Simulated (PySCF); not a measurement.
# [Sm(H2O)4]3+: other functionals and bases at one geometry

Aim: see how levels, charges and forces of [Sm(H2O)4]3+ depend on the level of theory. It is a constructed species; whether it can be made isn't addressed.

The runs use PySCF 2.14.0; several levels, as the steps say, no spin–orbit coupling.

## (1) The system as given

13 atoms, charge 3, spin multiplicity 1.

Bond lengths: Sm1–O2 2.337 Å, Sm1–O5 2.337 Å, Sm1–O8 2.337 Å, Sm1–O11 2.337 Å, O2–H3 0.984 Å, O2–H4 0.984 Å, O5–H6 0.984 Å, O5–H7 0.984 Å, O8–H9 0.984 Å, O8–H10 0.984 Å, O11–H12 0.984 Å, O11–H13 0.984 Å. Angles: O2–Sm1–O5 110.9°, O2–Sm1–O8 106.6°, O2–Sm1–O11 110.9°, O5–Sm1–O8 110.9°, O5–Sm1–O11 106.6°, O8–Sm1–O11 110.9°, Sm1–O2–H3 128.3°, Sm1–O2–H4 128.4°, H3–O2–H4 103.2°, Sm1–O5–H6 128.4°, Sm1–O5–H7 128.3°, H6–O5–H7 103.2°, Sm1–O8–H9 128.4°, Sm1–O8–H10 128.3°, H9–O8–H10 103.2°, Sm1–O11–H12 128.3°, Sm1–O11–H13 128.4°, H12–O11–H13 103.2°.

As a file:

```xyz
13
charge 3, multiplicity 1
Sm    0.0000    0.0000    0.0000
O     1.3971    1.3559    1.2935
H     2.1951    1.0958    1.8063
H     1.3365    2.3255    1.4477
O    -1.3971   -1.2935    1.3559
H    -1.3365   -1.4477    2.3255
H    -2.1951   -1.8063    1.0958
O     1.3971   -1.3559   -1.2935
H     1.3365   -2.3255   -1.4477
H     2.1951   -1.0958   -1.8063
O    -1.3971    1.2935   -1.3559
H    -2.1951    1.8063   -1.0958
H    -1.3365    1.4477   -2.3255
```

Formal oxidation states: Sm +3. Each metal's 5 4f electrons lie in its core potential, so multiplicities, spins and levels count the valence alone. An earlier session relaxed this geometry at PBE0, Sm lcecp-1-SVP with ECP51, O def2-SVP, H def2-SVP (singlet, point group S4).

At PBE0 on the finer grid: E = -338.909420 Eh, HOMO -24.13 eV, LUMO -15.23 eV, Mulliken charge on Sm1 +1.79 e, largest force component 0.005 eV/Å. 

Levels to run: CAM-B3LYP; revPBE; PBE0, TZVP. Hardware: 2 threads of Intel Xeon Platinum 8488C (Sapphire Rapids), shared host.

## (2) CAM-B3LYP

Input file run.py (the lines that set the calculation):

```python
mol = gto.M(atom='''
Sm     0.00000     0.00000     0.00000
O      1.39711     1.35591     1.29350
H      2.19510     1.09578     1.80628
H      1.33648     2.32555     1.44768
O     -1.39711    -1.29350     1.35591
H     -1.33648    -1.44767     2.32555
H     -2.19511    -1.80628     1.09578
O      1.39711    -1.35591    -1.29350
H      1.33648    -2.32555    -1.44768
H      2.19510    -1.09578    -1.80628
O     -1.39711     1.29350    -1.35591
H     -2.19511     1.80628    -1.09578
H     -1.33648     1.44767    -2.32555''',
    basis={'Sm': 'lcecp-1-SVP', 'O': 'def2-SVP', 'H': 'def2-SVP'},
    ecp={'Sm': 'lcecp-1-SVP'},
    charge=3, spin=0)
mf = dft.RKS(mol, xc='CAMB3LYP')
mf.grids.atom_grid = (75, 302)  # f atoms: unpruned, at least (60, 302)
mf = mf.density_fit()  # fitting sets: Sm AutoAux, O def2-universal-JKFIT, H def2-universal-JKFIT
mf.conv_tol = 1e-08; mf.max_cycle = 55
mf.kernel(dm0)  # dm0: the density of the relaxed state
```

On the command line:

```
$ OMP_NUM_THREADS=2 python run.py
```

## (3) revPBE

Edit run.py (the lines that set the calculation) of step 2 so:

```diff
@@ -17,3 +17,3 @@
     charge=3, spin=0)
-mf = dft.RKS(mol, xc='CAMB3LYP')
+mf = dft.RKS(mol, xc='PBE_R,PBE')
 mf.grids.atom_grid = (75, 302)  # f atoms: unpruned, at least (60, 302)
```

## (4) PBE0, TZVP

Basis: Sm lcecp-1-TZVP with ECP51, O def2-TZVP, H def2-TZVP. 

Edit run.py (the lines that set the calculation) of step 3 so:

```diff
@@ -14,6 +14,6 @@
 H     -1.33648     1.44767    -2.32555''',
-    basis={'Sm': 'lcecp-1-SVP', 'O': 'def2-SVP', 'H': 'def2-SVP'},
-    ecp={'Sm': 'lcecp-1-SVP'},
+    basis={'Sm': 'lcecp-1-TZVP', 'O': 'def2-TZVP', 'H': 'def2-TZVP'},
+    ecp={'Sm': 'lcecp-1-TZVP'},
     charge=3, spin=0)
-mf = dft.RKS(mol, xc='PBE_R,PBE')
+mf = dft.RKS(mol, xc='PBE0')
 mf.grids.atom_grid = (75, 302)  # f atoms: unpruned, at least (60, 302)
@@ -21,2 +21,2 @@
 mf.conv_tol = 1e-08; mf.max_cycle = 55
-mf.kernel(dm0)  # dm0: the density of the relaxed state
+mf.kernel(dm0)  # dm0: free metal ions and neutral atoms
```

**Question.** What will these runs give? Wanted: for each run, HOMO; gap; charge on Sm1; dipole; largest force.

The runs gave:

| level | state | HOMO (eV) | gap (eV) | charge on Sm1 (e) | dipole (D) | largest force (eV/Å) | basis functions | time |
| --- | --- | --- | --- | --- | --- | --- | --- | --- |
| PBE0 (relaxed here) | singlet | -24.13 | 8.89 | 1.79 | 0.00 | 0.01 | 129 | 31 s |
| CAM-B3LYP | singlet | -25.63 | 11.57 | 1.77 | 0.00 | 0.12 | 129 | 13 s |
| revPBE | singlet | -22.19 | 6.15 | 1.65 | 0.00 | 0.45 | 129 | 11 s |
| PBE0, TZVP | singlet | -24.14 | 8.98 | 2.11 | 0.00 | 0.25 | 219 | 40 s |

Times are on 2 threads of Intel Xeon Platinum 8488C (Sapphire Rapids), shared host; the first row also made further properties. The dipole of a charged species depends on the origin, so these sizes hold for this origin alone.

In one basis the HOMO–LUMO gap runs from 6.15 eV (revPBE) to 11.57 eV (CAM-B3LYP); the widest gap comes with exact exchange. The largest leftover force, 0.45 eV/Å with revPBE, stands at a geometry relaxed at another level. The Mulliken charge on Sm spans +1.65 to +2.11 e over the levels. With 4f in the core, its levels are missing from HOMO and gap. Total energies of different levels can't be compared. Spin–orbit coupling is left out throughout.
